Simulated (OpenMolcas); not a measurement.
# Rh²⁺ among point charges: CASSCF and CASPT2 levels and susceptibility

Aim: the splitting of the states of Rh²⁺ in the field of 4 point charges, its lowest levels with spin-orbit coupling and its magnetic susceptibility.

Program: OpenMolcas 26.06. Level of theory: state-averaged CASSCF and CASPT2, spin-orbit coupling by RASSI with atomic mean-field integrals. These are calculated values, not measurements, unless marked.

## Step 1: The system

```
Species                           : Rh²⁺ (rhodium, Z = 45, 43 electrons)
Basis                             : ANO-RCC-VTZP [7s6p4d2f1g], 68 functions
Scalar Hamiltonian                : DKH2, point nucleus
Inactive shells                   : 1s 2s 2p 3s 3p 3d 4s 4p
Active space                      : 7 electrons in 5 orbitals (4d)
Some configurations of this space : 4d7
Orbitals                          : optimised for each spin and parity, averaged over all roots
```

The outer shells:

4d7
```
4d [↑↓][↑↓][↑ ][↑ ][↑ ]
```

The ion sits among 4 point charges of -1.2 e arranged as a tetrahedron (Td), 1.8 Å from the ion.

The work runs as a chain of OpenMolcas steps in one folder; each step below is one input file. Labels, J, g values, rates, χT and fits are worked out afterwards by a script from the matrices that RASSI stores.

## Step 2: GATEWAY and SEWARD: basis and integrals

Contents of a.inp:

```
&GATEWAY
Coord
1

Rh 0.0 0.0 0.0
Basis=ANO-RCC-VTZP
Group=NoSym
NoMove
AngMom=0.0 0.0 0.0
AMFI
XField
4 Angstrom 0
1.039230 1.039230 1.039230 -1.200000
1.039230 -1.039230 -1.039230 -1.200000
-1.039230 1.039230 -1.039230 -1.200000
-1.039230 -1.039230 1.039230 -1.200000
&SEWARD
```

The run is started by

```console
$ OMP_NUM_THREADS=1 MOLCAS_MEM=1689 MOLCAS_PROJECT=a pymolcas a.inp > a.log
```

## Step 3: CASSCF: quartets, 10 roots

Contents of a.inp:

```
&RASSCF
FileOrb=start.orb
Symmetry=1
Spin=4
nActEl=7 0 0
Inactive=18
Ras2=5
CIRoot=10 10 1
SDav=10
CIMx=300
Iter=120 100
PrWF=0.3
OrbListing=Nothing
MaxOrb=0
>>> COPY $Project.JobIph JOB001
```

start.orb holds the contracted functions of the basis, ordered by shell, or the orbitals of the step before.

## Step 4: Reference wave functions, doublets, 40 roots

Contents of a.inp:

```
&RASSCF
FileOrb=start.orb
Symmetry=1
Spin=2
nActEl=7 0 0
Inactive=18
Ras2=5
CIRoot=40 40 1
SDav=40
CIMx=300
Iter=120 100
PrWF=0.3
OrbListing=Nothing
MaxOrb=0
>>> COPY $Project.JobIph JOB002
```

## Step 5: State interaction with spin-orbit coupling

Contents of a.inp:

```
&RASSI
NrOfJobIphs=2 10 40
1 2 3 4 5 6 7 8 9 10
1 2 3 4 5 6 7 8 9 10 11 12 13 14 15 16 17 18 19 20 21 22 23 24 25 26 27
28 29 30 31 32 33 34 35 36 37 38 39 40
IphNames
JOB001
JOB002
EJob
SpinOrbit
DIPRint=1.0
SOCoupling=1000.0
Subsets=2
Property=9
'ANGMOM' 1 'ANGMOM' 2 'ANGMOM' 3 'MLTPL  1' 1 'MLTPL  1' 2 'MLTPL  1' 3
'AMFI' 1 'AMFI' 2 'AMFI' 3
SOProperty=3
'ANGMOM' 1 'ANGMOM' 2 'ANGMOM' 3
```

## Step 6: CASPT2: IPEA 0.25, imaginary shift 0.1 (closed shells correlated: 4s 4p)

Contents of a.inp:

```
>>> COPY JOB001 $Project.JobIph
&CASPT2
Multistate=10 1 2 3 4 5 6 7 8 9 10
NoMult
Frozen=14
IPEA=0.25
Imaginary=0.1
MaxIter=60
WThr=0.0 0.3 0.05
PrWF=0.5
NoMix
>>> COPY JOB002 $Project.JobIph
&CASPT2
Multistate=40 1 2 3 4 5 6 7 8 9 10 11 12 13 14 15 16 17 18 19 20 21 22
23 24 25 26 27 28 29 30 31 32 33 34 35 36 37 38 39 40
NoMult
Frozen=14
IPEA=0.25
Imaginary=0.1
MaxIter=60
WThr=0.0 0.3 0.05
PrWF=0.5
NoMix
```

(Steps that only read results are left out.)

Q: Predict the outcome of this session. Wanted: spin-free ground state; first state of the same spin within the active space; lowest level; next level.

As calculated:

| quantity | value |
| --- | --- |
| method | SS-CASPT2, IPEA 0.25, imaginary shift 0.1 (closed shells correlated: 4s 4p) |
| spin-free ground state | 4A2, 1-fold in its orbital part |
| first state of the same spin within the active space | 4T2 at 2750 cm⁻¹ |
| lowest level | 4-fold Γ8 |
| next level | 2384.0 cm⁻¹ |
| χT at 300 K | 3.77 cm³ K/mol |
| effective moment at 300 K | 5.49 μB |

Cost by method:

| method | time of its own steps | time with the reference |
| --- | --- | --- |
| A. CASSCF | 13 s | 13 s |
| B. SS-CASPT2, IPEA 0.25, imaginary shift 0.1, +4s 4p | 14 s | 28 s |

Times are of one thread on a shared host.

What this shows: The spin-free ground state (4A2) comes to 100 % from free-ion F terms and keeps the highest spin of the shell. χT at 300 K is 3.77, against 1.88 cm³ K/mol for the spin alone, so orbital moment adds to it. CASPT2 does not keep the components of a term degenerate, and the means are used. The field of point charges can differ much from that of real complexes. This is an electrostatic model: the charges have no orbitals.
